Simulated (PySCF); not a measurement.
**ReCl₂: quartet, from a PBE0 minimum start**

Aim: relax ReCl₂ as a quartet from a PBE0 minimum start, check by its vibrations whether the end is a minimum, and collect its spectrum and constants.

Program: PySCF 2.14.0. Level of theory: PBE0, basis Re def2-SVP with ECP60, Cl def2-SVP, scalar-relativistic core potentials, no spin–orbit coupling, density fitting. These are calculated values, not measurements.

### 1 The starting structure

3 atoms, charge 0, spin multiplicity 4.

Bond lengths: Re1–Cl2 2.230 Å, Re1–Cl3 2.230 Å. Angles: Cl2–Re1–Cl3 155.6°.

Coordinates in bohr (charge 0 multiplicity 4):
```
Re    0.0000    0.0000   -0.2429
Cl    4.1188    0.0000    0.6493
Cl   -4.1188    0.0000    0.6493
```

### 2 Finding the electronic state

One driver script runs all steps and calls PySCF; scf.py shows how it sets up the SCF of each step. The optimiser is the driver's own. After this first run the driver tries any further starts and a stability analysis.

scf.py reads:

```python
from pyscf import gto, scf, dft
mol = gto.M(atom='''
Re    -0.000000     0.000000    -0.128538
Cl     2.179594    -0.000000     0.343605
Cl    -2.179594     0.000000     0.343605''',
    basis={'Re': 'def2-SVP', 'Cl': 'def2-SVP'},
    ecp={'Re': 'def2-SVP'},
    charge=0, spin=3)
mf = dft.UKS(mol, xc='PBE0')
mf.grids.atom_grid = (50, 194)
aux = {'Re': 'def2-universal-JKFIT', 'Cl': 'def2-universal-JKFIT'}
mf = mf.density_fit(auxbasis=aux)
mf.conv_tol = 1e-08
mf.diis_space = 10
mf.max_cycle = 60
mf.init_guess = 'minao'
mf.verbose = 4
mf.kernel()
```

Run with:

```
OMP_NUM_THREADS=2 python axn.py task.json out
```

What it wrote:

```text
init E= -985.969575748453
[... the frontier-level lines of each cycle are left out ...]
cycle= 1 E= -998.018210772371  delta_E=  -12  |g|= 0.274  |ddm|= 5.57
cycle= 2 E= -998.00733378629  delta_E= 0.0109  |g|= 0.334  |ddm|= 0.763
cycle= 3 E= -998.065459121267  delta_E= -0.0581  |g|= 0.103  |ddm|= 0.503
cycle= 4 E= -998.0724725723  delta_E= -0.00701  |g|= 0.0401  |ddm|= 0.175
cycle= 5 E= -998.07534334554  delta_E= -0.00287  |g|= 0.0177  |ddm|= 0.141
cycle= 6 E= -998.077187722903  delta_E= -0.00184  |g|= 0.0169  |ddm|= 0.11
cycle= 7 E= -998.080447637205  delta_E= -0.00326  |g|= 0.0168  |ddm|= 0.195
cycle= 8 E= -998.08398730402  delta_E= -0.00354  |g|= 0.0157  |ddm|= 0.221
cycle= 9 E= -998.088454846407  delta_E= -0.00447  |g|= 0.0296  |ddm|= 0.488
cycle= 10 E= -998.088834627537  delta_E= -0.00038  |g|= 0.022  |ddm|= 0.0426
cycle= 11 E= -998.089049755135  delta_E= -0.000215  |g|= 0.0197  |ddm|= 0.0712
cycle= 12 E= -998.089035956875  delta_E= 1.38e-05  |g|= 0.0213  |ddm|= 0.0361
cycle= 13 E= -998.089029988562  delta_E= 5.97e-06  |g|= 0.0215  |ddm|= 0.00107
cycle= 14 E= -998.088964907231  delta_E= 6.51e-05  |g|= 0.0238  |ddm|= 0.00522
cycle= 15 E= -998.089271770814  delta_E= -0.000307  |g|= 0.00915  |ddm|= 0.0348
cycle= 16 E= -998.089326114259  delta_E= -5.43e-05  |g|= 0.00128  |ddm|= 0.0213
cycle= 17 E= -998.089326856798  delta_E= -7.43e-07  |g|= 0.00082  |ddm|= 0.00213
cycle= 18 E= -998.089327317353  delta_E= -4.61e-07  |g|= 4.2e-05  |ddm|= 0.00234
cycle= 19 E= -998.089327319396  delta_E= -2.04e-09  |g|= 1.04e-05  |ddm|= 0.000128
Extra cycle  E= -998.089327319549  delta_E= -1.53e-10  |g|= 7.97e-06  |ddm|= 3.58e-05
converged SCF energy = -998.089327319549  <S^2> = 3.7723783  2S+1 = 4.0111735
```

This step, with its further starts and checks, ran for 16 s (2 threads of Arm Neoverse N1, shared host).

The starts that the driver tried:

| start | energy (Eh) |
| --- | --- |
| the minimal-basis guess | -998.089327 |
| a thermally smeared density | -998.089327 |
| a smeared PBE density | -998.089327 |

The test of internal stability and the other starts found no lower solution of this spin.

### 3 Relaxing the quartet from the PBE0 minimum start

The program finds C2v symmetry in the start, which this walk keeps.

scf.py: that of step 2 with these lines changed.

```diff
@@ -3,2 +3,2 @@
-Re    -0.000000     0.000000    -0.128538
-Cl     2.179594    -0.000000     0.343605
+Re     0.000000     0.000000    -0.128538
+Cl     2.179594     0.000000     0.343605
@@ -16 +15,0 @@
-mf.init_guess = 'minao'
```

Energy and gradient, step by step:

| step | energy (Eh) | change (kJ/mol) | largest symmetric gradient (Eh/bohr) |
| --- | --- | --- | --- |
| 0 | -998.089327 | 0.00 | 0.00001 |

The walk took 2.1 s.

After 0 steps and 0.0 kJ/mol it ends at C2v: Re–Cl 2.230 Å (×2); Cl–Re–Cl 155.6°.

### 4 Is it a minimum? Harmonic modes

On the finer grid the gradient is checked again; gradients at displacements of ±0.02 bohr then give force constants and infrared intensities.

scf.py: that of step 3 with these lines changed.

```diff
@@ -10 +10 @@
-mf.grids.atom_grid = (50, 194)
+mf.grids.atom_grid = (75, 302)
@@ -13 +13 @@
-mf.conv_tol = 1e-08
+mf.conv_tol = 1e-10
```

The driver hands on the density of the step before, so the log starts near convergence.

Log of the central SCF (cycles and frontier levels):

```text
init E= -998.089295333816
[... the frontier-level lines of each cycle are left out ...]
cycle= 1 E= -998.089295333764  delta_E= 5.21e-11  |g|= 1.11e-05  |ddm|= 2.13e-05
cycle= 2 E= -998.089295333527  delta_E= 2.37e-10  |g|= 2.28e-05  |ddm|= 4.22e-05
cycle= 3 E= -998.089295333841  delta_E= -3.15e-10  |g|= 6.77e-07  |ddm|= 2.87e-05
cycle= 4 E= -998.089295333842  delta_E= -4.55e-13  |g|= 4.3e-07  |ddm|= 2.09e-06
Extra cycle  E= -998.089295333845  delta_E= -2.96e-12  |g|= 3.75e-07  |ddm|= 3.32e-06
converged SCF energy = -998.089295333845  <S^2> = 3.7723846  2S+1 = 4.0111767
```

The whole step took 37 s.

Geometry: C2v; Re–Cl 2.230 Å (×2); Cl–Re–Cl 155.6°.

Modes, for the most abundant isotopes:

```
symmetry  ω (cm⁻¹)  IR (km/mol)
      a1        56          0.5
      a1       401          3.7
      b2       416         90.7
```

All wavenumbers are real: a minimum.

Constants and moments:

| Quantity | Value |
| --- | --- |
| Dipole moment | 0.39 D |
| Highest occupied level | -6.41 eV |
| Lowest empty level | -4.35 eV |
| Rotational constants | 1.486, 0.05074, 0.04906 cm⁻¹ |
| Zero-point energy | 5.2 kJ/mol |
| Principal polarisabilities | 45.4, 53.7, 81.4 bohr³ |
| Atomisation energy without zero-point energy | 657 kJ/mol |
| Principal traceless quadrupole moments about the centre of mass | -3.26, 0.11, 3.16 D Å |
| Entropy at 298.15 K and 1 bar (electronic part: spin only) | 317.9 J/(mol K) |
| Heat capacity Cp at 298.15 K | 53.7 J/(mol K) |
| Enthalpy at 298.15 K above 0 K | 13.66 kJ/mol |
| Rotational symmetry number | 2 |
| Spin squared ⟨S²⟩ | 3.772 |

Charges (e) and bond orders:

| atom | Mulliken | Löwdin | polar tensor | spin (Mulliken) | Mayer order to Re1 |
| --- | --- | --- | --- | --- | --- |
| Re1 | 0.41 | -0.32 | 0.87 | 2.98 | – |
| Cl2,3 | -0.20 | 0.16 | -0.43 | 0.01 | 1.28 |

Mulliken populations on Re1 (outside its core potential): s 3.13, p 6.25, d 5.17, f 0.04.

### 5 What came out

```
                                          quantity                                value
                                           minimum                         quartet, C2v
                                          geometry  Re–Cl 2.230 Å (×2); Cl–Re–Cl 155.6°
                                wavenumbers (cm⁻¹)          56 (a1), 401 (a1), 416 (b2)
                                     dipole moment                               0.39 D
highest occupied, lowest empty level (either spin)                      -6.41, -4.35 eV
                        polar-tensor charge of Re1                              +0.87 e
                                 zero-point energy                           5.2 kJ/mol
                               entropy at 298.15 K                      317.9 J/(mol K)
         atomisation energy (no zero-point energy)                           657 kJ/mol
                                              ⟨S²⟩                                3.772
```

The PBE0 minimum start keeps its C2v symmetry and ends in a minimum. In the infrared the band at 416 cm⁻¹ (b2, stretch) leads. Most of the spin sits on Re1 (Mulliken spin 2.98, against 3 for the whole molecule). Only this shape and spin were tried, so other structures or states may lie lower. One determinant may miss the lowest occupation of an open d or f shell. Spin–orbit coupling, left out here, can matter for elements this heavy.

The search up to here took 55 s.
